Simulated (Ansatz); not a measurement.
Runs of Ansatz 0.2.0 on HfIn4SiO6. It takes space group P312 (No. 149, trigonal). Conventional cell: a = 5.277 Å, b = 5.277 Å, c = 10.559 Å, α = 90.00°, β = 90.00°, γ = 120.00°. Hf (site symmetry 32) has 6 O at 2.10 Å as nearest neighbours. Around In (site symmetry 3) lie 3 O at 2.62 Å. Around In (site symmetry 3) lie 3 O at 2.32 Å. Si (site symmetry 32) has 6 O at 1.83 Å as nearest neighbours. Around O (site symmetry 1) lie 1 Si at 1.83 Å and 1 Hf at 2.10 Å. The cell was built by a generator and needn't be a form met in nature.

```csv
task,level,potentials or basis,U,cell,cutoff (eV),basis error allowed,gap on the mesh (eV),pressure (GPa),largest force (eV/Å)
relaxation of cell and atoms,PBEsol,all-electron PAW datasets made for the crystal,-,relaxed,-,-,(a),0.0,0.01
single point,PBE+U,"all-electron LAPW, scalar-relativistic",Hf d U = 3 eV,as given,388,0.002 eV/atom,0.36,0.5,0.19
single point,PBE+U,"all-electron LAPW, scalar-relativistic",Hf d U = 6 eV,as given,388,0.002 eV/atom,0.36,(b),0.41
single point,PBE,"all-electron LAPW, scalar-relativistic",-,as given,388,0.002 eV/atom,0.35,0.0,0.01
band structure,PBE,"all-electron LAPW, scalar-relativistic",-,as given,388,0.002 eV/atom,0.35,0.0,0.01
```

Alike in all rows: no spin polarisation; k mesh 4 × 4 × 2; smearing fermi-dirac 0.05 eV.

Question: Estimate the missing entries.

Answer: (a) none; (b) 1.1.

Caveats: spin-orbit coupling is left out, which moves the levels of the heavy elements (some runs); U is the effective U less J, on atomic orbitals that reach past the spheres (some runs); the k mesh is thin for a metal, which can move the energy by tens of meV per atom (some runs); the mesh misses the band edges, which the band path finds closer together (some runs).

A k mesh can miss the band edges, and the runs leave out spin-orbit coupling on Hf, In.

The runs don't all hold the same shells in valence.
